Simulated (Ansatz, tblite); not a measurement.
**The cluster LaCu₄: a ladder of methods and basis sets**

One table from this session's results is given with a row withheld; the runs are named, their logs left out.

The runs use Ansatz 0.2.0, Gaussian basis; as each input shows.

Plan: GFN1-xTB, GFN2-xTB, PBE-D4/def2-TZVP, r2SCAN-D4/def2-TZVP, PBE-QIDH/def2-TZVP, PBE-D4/def2-SVP, PBE0-D4/def2-SVP, PBE0-D4/def2-TZVPD, PBE-D4/def2-TZVPD, r2SCAN-D4/def2-TZVPD, MP2/def2-TZVP, RPA/def2-TZVP.

6 further runs of the same task are left out: 3 that didn't finish, 3 set aside as unsound or not needed.

## The structure

The doublet was relaxed beforehand with r2SCAN-D4/def2-SVP. At that level it is the lowest of the isomers that a small search found.

5 atoms, charge 0, spin multiplicity 2.

Bond lengths: La1–Cu2 2.784 Å, La1–Cu3 2.772 Å, La1–Cu4 2.772 Å, La1–Cu5 2.784 Å, Cu2–Cu3 2.353 Å, Cu2–Cu4 2.353 Å, Cu2–Cu5 2.497 Å, Cu3–Cu5 2.353 Å, Cu4–Cu5 2.353 Å. Angles: Cu2–La1–Cu3 50.1°, Cu2–La1–Cu4 50.1°, Cu2–La1–Cu5 53.3°, Cu3–La1–Cu4 88.3°, Cu3–La1–Cu5 50.1°, Cu4–La1–Cu5 50.1°, La1–Cu2–Cu3 64.7°, La1–Cu2–Cu4 64.7°, La1–Cu2–Cu5 63.4°, Cu3–Cu2–Cu4 110.3°, Cu3–Cu2–Cu5 58.0°, Cu4–Cu2–Cu5 58.0°, La1–Cu3–Cu2 65.2°, La1–Cu3–Cu5 65.2°, Cu2–Cu3–Cu5 64.1°, La1–Cu4–Cu2 65.2°, La1–Cu4–Cu5 65.2°, Cu2–Cu4–Cu5 64.1° and more.

La takes a core potential in the def2 sets. No spin-orbit coupling is included.

PBE0-D4/def2-TZVP was run before; its log isn't repeated, and its numbers join the tables.

Set-up of the first run:

Tight binding, by tblite at 300 K electronic temperature and without a spin-polarisation term:

```python
tblite.interface.Calculator('GFN1-xTB', numbers, positions, charge=0, uhf=1).singlepoint()
```

Tight binding, by tblite at 300 K electronic temperature and without a spin-polarisation term:

```python
tblite.interface.Calculator('GFN2-xTB', numbers, positions, charge=0, uhf=1).singlepoint()
```

start.molden holds the orbitals of an earlier run on this state, given as this run's starting guess.

Input file in.yaml:

```yaml
crystal:
  periodic: [false, false, false]
  atoms:
    - {symbol: La, position_ang: [-0.545778, -1.661485, 0.386066]}
    - {symbol: Cu, position_ang: [1.401589, 0.271357, -0.088261]}
    - {symbol: Cu, position_ang: [0.096367, 0.609012, 1.840761]}
    - {symbol: Cu, position_ang: [0.024024, -0.242447, -1.925941]}
    - {symbol: Cu, position_ang: [-0.976202, 1.023572, -0.212626]}
basis:
  gaussian: {orbitals: def2-TZVP, initial_orbitals: start.molden}
magnetization: {spin_polarized: true, initial_magnetization: 1}
hamiltonian: {xc: pbe, dispersion: d4}
scf: {omitted_lower_state_checks: [starts]}
output: {orbitals: {seedname: orbitals}}
```

Command:

```console
> ansatz run in.yaml --threads 4 --pin off --events-out ev --progress --plain --max-ram 4787MiB
```

Among the steps run: PBE-D4/def2-TZVP; r2SCAN-D4/def2-TZVP; PBE-QIDH/def2-TZVP; PBE-D4/def2-SVP; PBE0-D4/def2-SVP; PBE0-D4/def2-TZVPD; PBE-D4/def2-TZVPD; r2SCAN-D4/def2-TZVPD; MP2/def2-TZVP; RPA/def2-TZVP.

One table of the session follows, with a row left open; its other results are not shown here.

It belongs to the step «Levels side by side». 

```
               level  HOMO (eV)  LUMO (eV)  gap (eV)
     PBE-D4/def2-SVP      -3.46      -2.95      0.51
    PBE-D4/def2-TZVP      -3.58      -3.05      0.54
   PBE-D4/def2-TZVPD          ?          ?         ?
 r2SCAN-D4/def2-TZVP      -3.64      -2.66      0.98
r2SCAN-D4/def2-TZVPD      -3.65      -2.68      0.98
    PBE0-D4/def2-SVP      -3.94      -2.19      1.75
   PBE0-D4/def2-TZVP      -4.10      -2.26      1.84
  PBE0-D4/def2-TZVPD      -4.12      -2.28      1.84
```

Estimate the missing values for PBE-D4/def2-TZVPD.

**Answer.** HOMO (eV): -3.60; LUMO (eV): -3.07; gap (eV): 0.54. In the column «HOMO (eV)» it lies between r2SCAN-D4/def2-TZVP (-3.64) and PBE-D4/def2-TZVP (-3.58).
